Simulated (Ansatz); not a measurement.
**CH6O2SiSn: one species, many methods**

An exercise on one series of results from a longer session: the logs are not shown, and one member is left open.

Program: Ansatz 0.2.0, Gaussian basis. Level of theory: functionals in def2-TZVPP, the program's frozen cores in correlated methods. These are calculated values, not measurements.

The runs, in order: PBE-D4, r2SCAN-D4, PBE0-D4, B3LYP-D4, ωB97X-V, ωB97M-V, B2PLYP; CCSD(T)/def2-TZVPP; MP2/def2-QZVPP; extrapolation to the limit.

## The relaxed structure

All runs share one geometry, relaxed beforehand with PBE0-D4 in a triple-zeta def2 set. Sn takes the def2 core potential; no spin-orbit term is included.

11 atoms, charge 0, spin multiplicity 1.

Atoms are counted from 1 here; the program's logs count them from 0.

Bond lengths: O1–C2 1.395 Å, O1–H6 0.961 Å, C2–Si3 1.889 Å, C2–Sn4 2.240 Å, C2–H7 1.103 Å, Si3–Sn4 2.492 Å, Si3–H8 1.487 Å, Si3–H9 1.490 Å, Sn4–O5 1.971 Å, Sn4–H10 1.699 Å, O5–H11 0.960 Å. Angles: C2–O1–H6 108.8°, O1–C2–Si3 120.3°, O1–C2–Sn4 134.1°, O1–C2–H7 113.6°, Si3–C2–Sn4 73.7°, Si3–C2–H7 108.8°, Sn4–C2–H7 99.3°, C2–Si3–Sn4 59.6°, C2–Si3–H8 110.4°, C2–Si3–H9 123.1°, Sn4–Si3–H8 105.0°, Sn4–Si3–H9 138.4°, H8–Si3–H9 110.4°, C2–Sn4–Si3 46.7°, C2–Sn4–O5 121.1°, C2–Sn4–H10 119.8°, Si3–Sn4–O5 116.8°, Si3–Sn4–H10 138.4° and more.

As a file:

```
O    -1.33424   -0.08737    1.67380
C    -0.07678   -0.00549    1.07639
Si    0.59373   -1.45161    0.06299
Sn    0.68386    0.86901   -0.84042
O    -0.54264    1.29254   -2.32393
H    -1.57954    0.78320    1.99900
H     0.71457    0.34644    1.75952
H    -0.50715   -2.11359   -0.68548
H     1.53001   -2.46895    0.61871
H     1.72789    2.20883   -0.80097
H    -1.14433    0.56990   -2.51911
```

The first run:

Input file in.yaml:

```yaml
crystal:
  periodic: [false, false, false]
  atoms:
    - {symbol: O, position_ang: [-1.334243, -0.087374, 1.673800]}
    - {symbol: C, position_ang: [-0.076779, -0.005495, 1.076394]}
    - {symbol: Si, position_ang: [0.593732, -1.451605, 0.062987]}
    - {symbol: Sn, position_ang: [0.683864, 0.869009, -0.840416]}
    - {symbol: O, position_ang: [-0.542639, 1.292538, -2.323932]}
    - {symbol: H, position_ang: [-1.579538, 0.783198, 1.998997]}
    - {symbol: H, position_ang: [0.714572, 0.346442, 1.759520]}
    - {symbol: H, position_ang: [-0.507146, -2.113588, -0.685481]}
    - {symbol: H, position_ang: [1.530010, -2.468948, 0.618711]}
    - {symbol: H, position_ang: [1.727895, 2.208827, -0.800969]}
    - {symbol: H, position_ang: [-1.144328, 0.569897, -2.519112]}
basis:
  gaussian: {orbitals: def2-TZVPP}
hamiltonian: {xc: pbe, dispersion: d4}
output: {forces: true, orbitals: {seedname: orbitals}}
```

Launch:

```console
> ansatz run in.yaml --threads 4 --pin off --events-out ev --progress --plain --max-ram 10444MiB
```

Steps of the session up to this table: PBE-D4 (GGA); r2SCAN-D4 (meta-GGA); PBE0-D4 (hybrid); B3LYP-D4 (hybrid); ωB97X-V (range-separated); ωB97M-V (range-separated); B2PLYP (double hybrid); CCSD(T) in def2-TZVPP; MP2 in def2-QZVPP.

One of the session's tables, all rows but one given; the rest of the session is left out.

It belongs to the step «Atomisation energies». 

| method | atomisation energy (kJ/mol) |
| --- | --- |
| PBE-D4 | 3560.2 |
| r2SCAN-D4 | 3496.5 |
| PBE0-D4 | 3463.4 |
| B3LYP-D4 | 3462.9 |
| ωB97X-V | 3502.8 |
| ωB97M-V | 3483.8 |
| B2PLYP | 3424.0 |
| HF/def2-TZVPP | ? |
| MP2/def2-TZVPP | 3440.2 |
| CCSD/def2-TZVPP | 3317.5 |
| CCSD(T)/def2-TZVPP | 3390.9 |
| MP2/CBS | 3566.1 |
| CCSD(T)/CBS | 3516.9 |

**Question.** Estimate the row for HF/def2-TZVPP.

**Answer.** atomisation energy (kJ/mol): 2298.9. In the column «atomisation energy (kJ/mol)» it is the lowest.
